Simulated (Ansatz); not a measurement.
## CH4GeO2, SMILES O=C[O][GeH3]: a rigid scan of one bond length

Computed with the Ansatz DFT code, driven from Python.

Input file `ch4geo2.xyz`:
```text
8

O     1.42670   -0.78220    1.20260
C     1.48730    0.31840    0.51590
O     0.42370    0.76860   -0.31970
Ge   -1.03960   -0.12140   -0.47080
H     2.40760    0.88780    0.55860
H    -1.79820   -0.21280    0.91900
H    -0.81140   -1.55640   -1.00360
H    -2.00400    0.64090   -1.45780
```

`ch4geo2_scan.py`
```python
# -*- coding: utf-8 -*-
"""Stretching a bond of CH4GeO2, the rest held rigid."""

from dataclasses import dataclass

import ansatz as az
import numpy as np


@dataclass(frozen=True)
class Options:
    basis: str = "def2-SVP"
    functional: str = "cam_b3lyp"


cfg = Options()


def main():
    geometry = az.Crystal.molecule_from_extxyz("ch4geo2.xyz")

    symbols = [site.symbol for site in geometry.cartesian_sites]
    start = np.array([site.position_ang for site in geometry.cartesian_sites])
    axis = (start[6] - start[3]) / np.linalg.norm(start[6] - start[3])
    moving = [6]
    lengths, energies = [1.362, 1.424, 1.486, 1.548, 1.61, 1.671, 1.733, 1.826], []
    for length in lengths:
        xyz = start.copy()
        xyz[moving] += (length - np.linalg.norm(start[6] - start[3])) * axis
        point = az.Crystal.molecule()
        for symbol, xyz in zip(symbols, xyz):
            point = point.atom(symbol, xyz.tolist())
        job = (
            point.calculation()
            .basis(gaussian=cfg.basis)
            .functional(cfg.functional)
        )
        data = job.run(threads=1, backend="cpu").report
        energies.append(data["free_energy_ev"])
        print(f"r = {length:6.3f} A  E = {energies[-1]:.5f} eV  <S^2> = {abs(data['mean_field']['state']['spin_squared']):.3f}")

    # quartic fit about the minimum
    fit = np.polynomial.Polynomial.fit(lengths, np.array(energies) - min(energies), 4).convert()
    roots = [r.real for r in fit.deriv().roots() if abs(r.imag) < 1e-9 and fit.deriv(2)(r.real) > 0]
    r_e = min(roots, key=lambda r: abs(r - lengths[int(np.argmin(energies))]))
    print(f"minimum of the fit at {r_e:.4f} A, force constant {fit.deriv(2)(r_e):.2f} eV/A^2")


if __name__ == "__main__":
    main()
```

```console
$ python ch4geo2_scan.py
r =  1.362 A  E = -61703.92532 eV  <S^2> = 0.000
r =  1.424 A  E = -61704.13371 eV  <S^2> = 0.000
r =  1.486 A  E = -61704.23459 eV  <S^2> = 0.000
r =  1.548 A  E = -61704.25242 eV  <S^2> = 0.000
r =  1.610 A  E = -61704.20654 eV  <S^2> = 0.000
r =  1.671 A  E = -61704.11399 eV  <S^2> = 0.000
r =  1.733 A  E = -61703.98362 eV  <S^2> = 0.000
r =  1.826 A  E = -61703.73962 eV  <S^2> = 0.000
minimum of the fit at 1.5319 A, force constant 17.82 eV/A^2
```

Reading the output:
- Total energies depend on the basis set; only differences at equal settings carry meaning.
- The rest of the molecule is held rigid at a force-field or estimated start geometry, and the basis set is modest; single-reference methods fail as a bond breaks.
- The orbitals are restricted, so S² is zero by construction.
- Run time: 23 s on 1 thread of Arm Neoverse V2, with other jobs on the host, peak memory 0.28 GiB.

(A comment or docstring line of the script was reworded after the run, the code is as it ran; lines on the test bed's own set-up are left out of the output.)
